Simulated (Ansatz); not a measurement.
# CH7NSi2: a ladder of functionals and wavefunction methods

An exercise on one series of results from a longer session: the logs are not shown, and one member is left open.

Method: functionals in def2-TZVPP, the program's frozen cores in correlated methods; program: Ansatz 0.2.0, Gaussian basis.

Plan: LDA (SPW92), PBE-D4, revPBE-D4, BLYP-D4, r2SCAN-D4, B97M-V, PBE0-D4, B3LYP-D4, r2SCANh-D4, r2SCAN0-D4, HSE06-D4, BHLYP-D4, CAM-B3LYP-D4, LC-ωPBE, ωB97X-V, ωB97M-V, B2PLYP, PBE-QIDH; CCSD(T)/def2-SVP; CCSD(T)/def2-TZVPP; MP2/def2-QZVPP; extrapolation to the limit; RPA on PBE.

## Structure used throughout

All runs share one geometry, relaxed beforehand with PBE0-D4 in a triple-zeta def2 set.

SMILES `[SiH3]C1N[SiH2]1`, 11 atoms, charge 0, spin multiplicity 1.

Atoms are counted from 1 here; the program's logs count them from 0.

Bond lengths: Si1–C2 1.859 Å, Si1–H5 1.487 Å, Si1–H6 1.490 Å, Si1–H7 1.490 Å, C2–N3 1.511 Å, C2–Si4 1.833 Å, C2–H8 1.090 Å, N3–Si4 1.727 Å, N3–H9 1.011 Å, Si4–H10 1.477 Å, Si4–H11 1.479 Å. Angles: C2–Si1–H5 110.5°, C2–Si1–H6 111.6°, C2–Si1–H7 108.9°, H5–Si1–H6 108.5°, H5–Si1–H7 109.7°, H6–Si1–H7 107.6°, Si1–C2–N3 119.8°, Si1–C2–Si4 119.7°, Si1–C2–H8 115.1°, N3–C2–Si4 61.3°, N3–C2–H8 111.9°, Si4–C2–H8 118.1°, C2–N3–Si4 68.6°, C2–N3–H9 114.8°, Si4–N3–H9 122.0°, C2–Si4–N3 50.1°, C2–Si4–H10 123.2°, C2–Si4–H11 118.3° and more.

The first run:

Input file in.yaml:

```yaml
crystal:
  periodic: [false, false, false]
  atoms:
    - {symbol: Si, position_ang: [-1.091593, 1.117381, -0.245838]}
    - {symbol: C, position_ang: [-0.425489, -0.570183, 0.157927]}
    - {symbol: N, position_ang: [0.631506, -0.724597, 1.226875]}
    - {symbol: Si, position_ang: [1.278505, -1.017660, -0.347462]}
    - {symbol: H, position_ang: [-1.912719, 1.071109, -1.484722]}
    - {symbol: H, position_ang: [-1.933443, 1.653710, 0.861049]}
    - {symbol: H, position_ang: [0.051553, 2.053738, -0.436706]}
    - {symbol: H, position_ang: [-1.172158, -1.362967, 0.207529]}
    - {symbol: H, position_ang: [0.839331, 0.119852, 1.743152]}
    - {symbol: H, position_ang: [1.699626, -2.404378, -0.632583]}
    - {symbol: H, position_ang: [2.100182, 0.006896, -1.028621]}
basis:
  gaussian: {orbitals: def2-TZVPP}
hamiltonian: {xc: lda}
output: {orbitals: {seedname: orbitals}}
```

Command:

```console
$ ansatz run in.yaml --threads 2 --pin off --events-out ev --progress --plain --max-ram 4352MiB
```

Among the steps run: LDA; PBE-D4 (GGA); revPBE-D4 (GGA); BLYP-D4 (GGA); r2SCAN-D4 (meta-GGA); B97M-V (meta-GGA); PBE0-D4 (hybrid); B3LYP-D4 (hybrid); r2SCANh-D4 (hybrid); r2SCAN0-D4 (hybrid); HSE06-D4 (hybrid); BHLYP-D4 (hybrid); CAM-B3LYP-D4 (range-separated); LC-ωPBE (range-separated); ωB97X-V (range-separated); ωB97M-V (range-separated); B2PLYP (double hybrid); PBE-QIDH (double hybrid).

One of the session's tables, all rows but one given; the rest of the session is left out.

It belongs to the step «Orbital energies across the functionals». 

| functional | HOMO (eV) | gap (eV) |
| --- | --- | --- |
| LDA (SPW92) | -5.84 | 4.46 |
| PBE-D4 | -5.72 | 4.53 |
| revPBE-D4 | -5.67 | 4.56 |
| BLYP-D4 | ? | ? |
| r2SCAN-D4 | -5.95 | 5.05 |
| B97M-V | -6.10 | 5.02 |
| PBE0-D4 | -6.96 | 6.59 |
| B3LYP-D4 | -6.72 | 6.13 |
| r2SCANh-D4 | -6.41 | 5.81 |
| r2SCAN0-D4 | -7.12 | 6.93 |
| HSE06-D4 | -6.56 | 5.82 |
| BHLYP-D4 | -8.07 | 8.53 |
| CAM-B3LYP-D4 | -8.27 | 8.88 |
| LC-ωPBE | -9.63 | 11.37 |
| ωB97X-V | -9.28 | 10.89 |
| ωB97M-V | -9.19 | 10.50 |

Q: Estimate the row for BLYP-D4 from the others.

Worked estimate for «HOMO (eV)». Against the share of exact exchange, B3LYP-D4 (0.2, -6.72), BHLYP-D4 (0.5, -8.07) give a slope of -4.50 per unit share; at 0 the line stands at -5.82.

As computed: HOMO (eV): -5.56; gap (eV): 4.48. In «HOMO (eV)» the line misses by -0.26.
